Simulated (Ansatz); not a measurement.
# C2H5BFNSe: the cost of one run

All numbers below are computed with Ansatz 0.2.0 (RKS PBE-D4/def2-SVP).

### Step 1. The structure to begin with

Bond lengths: N1–B2 1.570 Å, B2–C3 1.616 Å, C3–F4 1.288 Å, C3–C5 1.494 Å, C3–Se6 1.983 Å, C5–Se6 2.003 Å, N1–H7 1.023 Å, N1–H8 1.034 Å, B2–H9 1.228 Å, C5–H10 1.124 Å, C5–H11 1.075 Å. Angles (14 of 19 angles, heavy atoms first): N1–B2–C3 121.0°, B2–C3–F4 119.1°, B2–C3–C5 115.8°, B2–C3–Se6 113.6°, F4–C3–C5 114.1°, F4–C3–Se6 115.5°, C5–C3–Se6 68.7°, C3–C5–Se6 67.3°, C3–Se6–C5 44.0°, N1–B2–H9 118.3°, C3–B2–H9 120.7°, B2–N1–H7 105.5°, B2–N1–H8 102.0°, C3–C5–H10 115.5°.

Structure file:

```xyz
11

N     0.1580   -1.7139    1.2666
B    -0.0487   -0.1666    1.0968
C    -0.5605    0.4570   -0.3030
F    -1.5857   -0.0644   -0.8836
C     0.5087    0.9078   -1.2439
Se   -0.4537    2.4357   -0.3765
H     0.7999   -1.9880    0.5185
H    -0.7805   -2.0822    1.0389
H     0.2224    0.5639    2.0460
H     1.5616    0.8139   -0.8614
H     0.2439    0.7799   -2.2778
```

### Step 2. Relaxing end A

input.yaml reads:

```yaml
crystal:
  periodic: [false, false, false]
  atoms:
    - { symbol: "N", position_ang: [0.158, -1.7139, 1.2666] }
    - { symbol: B, position_ang: [-0.0487, -0.1666, 1.0968] }
    - { symbol: C, position_ang: [-0.5605, 0.457, -0.303] }
    - { symbol: F, position_ang: [-1.5857, -0.0644, -0.8836] }
    - { symbol: C, position_ang: [0.5087, 0.9078, -1.2439] }
    - { symbol: Se, position_ang: [-0.4537, 2.4357, -0.3765] }
    - { symbol: H, position_ang: [0.7999, -1.988, 0.5185] }
    - { symbol: H, position_ang: [-0.7805, -2.0822, 1.0389] }
    - { symbol: H, position_ang: [0.2224, 0.5639, 2.046] }
    - { symbol: H, position_ang: [1.5616, 0.8139, -0.8614] }
    - { symbol: H, position_ang: [0.2439, 0.7799, -2.2778] }
basis:
  gaussian: { orbitals: def2-SVP }
hamiltonian:
  xc: pbe
  dispersion: d4
relax:
  f_tol: 0.02
  max_steps: 50
```

The run is started by

```bash
$ ansatz run input.yaml --threads 2 --pin off --max-ram 3072MiB --backend cpu --events-out ev --progress --plain --runs-dir out
```

**Question.** How long does this run take on 2 threads of Intel Xeon 6975P-C (Granite Rapids), shared host, and how much memory does it need?

About 54 s, with a peak of 0.21 GiB.
